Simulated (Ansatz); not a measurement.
# Ti (P6/mmm): calculation of the elastic constants in Python

The task is a calculation of the elastic constants, for Ti (P6/mmm).

All numbers are computed with Ansatz 0.2.0, driven from Python. Level of theory: DFT LDA, plane waves, PAW.

## 1. The structure

The structure is hexagonal, space group P6/mmm (No. 191). The conventional cell has a = 4.600 Å, b = 4.600 Å, c = 2.820 Å, α = 90.00°, β = 90.00°, γ = 120.00°. Ti (site symmetry 6/mmm) has 14 Ti at 2.82 to 3.01 Å as nearest neighbours. Ti (site symmetry -6m2) has 11 Ti at 2.66 to 3.01 Å as nearest neighbours.

No structure file is read: the coordinates are typed or built in the script.

## 2. The code

elastic.py

```python
"""Stiffness tensor and moduli of Ti."""

from dataclasses import replace
import logging
import sys
import warnings

import ansatz as az
import numpy as np

logging.basicConfig(stream=sys.stdout, format="[%(levelname)s] %(message)s")
log = logging.getLogger("ansatz_job")
log.setLevel(logging.INFO)

warnings.simplefilter("ignore", az.DeckWarning)

structure = (
    az.Lattice.from_parameters(4.6, 4.6, 2.82, alpha=90, beta=90, gamma=120)
    .space_group(191)
    .atom("Ti", (0.0, 0.0, 0.0))
    .atom("Ti", (1 / 3, 2 / 3, 0.5))
)

setup = (
    structure.calculation()
    .functional("lda")
    .pseudopotentials("paw")
    .basis(450)
    .occupations(az.OccupationsMethod.COLD)
    .scf(tolerance=1e-10)
    .kpoints(11, 11, 15)
)
# first bring the cell to zero stress
rest = setup.relax(cell=True).run().lattice
relaxed = az.Crystal(lattice=az.Lattice.of(rest.cell_ang))
for site in rest.sites:
    relaxed = relaxed.atom(site.symbol, site.position_frac)
setup = replace(setup, crystal=relaxed)
log.info("relaxed volume {:.3f} A^3".format(abs(np.linalg.det(rest.cell_ang))))
out = setup.elastic("relaxed-ion").run()
elastic = out.elastic

log.info("C_ij (GPa), Voigt order xx yy zz yz xz xy")
for row in elastic.c_gpa:
    print(" ".join(f"{value:8.1f}" for value in row))
print("smallest eigenvalue of C:", round(elastic.stability.min_eigenvalue_gpa, 1), "GPa; tensor positive definite:", elastic.stability.min_eigenvalue_gpa > 0)
# averaged moduli need a positive definite tensor
if elastic.stability.min_eigenvalue_gpa > 0:
    for name, value in elastic.moduli.to_plain().items():
        log.info(f"{name:14s} {value:9.3f}")
```

## 3. What the engine is handed

The engine receives this input (first run):

```yaml
crystal:
  lattice:
    a: 4.6
    b: 4.6
    c: 2.82
    alpha: 90.0
    beta: 90.0
    gamma: 120.0
  space_group: 191
  atoms:
    - { symbol: Ti, position: [0.0, 0.0, 0.0] }
    - { symbol: Ti, position: [0.3333333333333333, 0.6666666666666666, 0.5] }
basis:
  ecutwfc: 450.0
kpoints:
  mp_grid:
    grid: [11, 11, 15]
hamiltonian:
  xc: lda
  pseudopotentials:
    kind: paw
scf:
  convergence:
    dr2_threshold: 1.0e-10
  occupations:
    method: cold
relax:
  cell: {}
```

## 4. The run

Started as:

```
$ python elastic.py
```

Q: Predict the main results. Wanted: moves of the relaxation of run 1; energy gained in run 1; last largest force component of run 1; relaxed conventional cell of run 1; space group at the end of run 1; bulk modulus; shear modulus; least eigenvalue of C.

As calculated:

| quantity | value |
| --- | --- |
| runs compared | 2 |
| moves of the relaxation of run 1 | 4 |
| energy gained in run 1 (ahead of the last change of basis) | 43.1 meV/atom |
| last largest force component of run 1 | 0.0000 eV/Å |
| relaxed conventional cell of run 1 | a = 4.451 Å, b = 4.451 Å, c = 2.771 Å, α = 90.00°, β = 90.00°, γ = 120.00° |
| space group at the end of run 1 | P6/mmm |
| bulk modulus (Hill) | 127.7 GPa |
| shear modulus (Hill) | 60.6 GPa |
| least eigenvalue of C | 53.6 GPa |

**Reading.** The dearest, run 2 (elastic constants), took some 11 times as long as run 1 (relaxation). In run 1, the volume shrank by 8.0 % over 4 moves, and the space group stayed P6/mmm. C is positive definite: mechanically stable against homogeneous strain. The ratio K/G is 2.11, on the ductile side of Pugh's 1.75. Notes:
- The run is spin-unpolarised.
- A positive definite tensor excludes instabilities under uniform strain alone; phonons elsewhere in the zone can still be imaginary.
- This isn't the structure that Ti takes at ambient conditions.
- Shear constants of a metal converge slowly with the k-point mesh and can be wrong in sign on a coarse one; the constants belong to the cell that was strained.
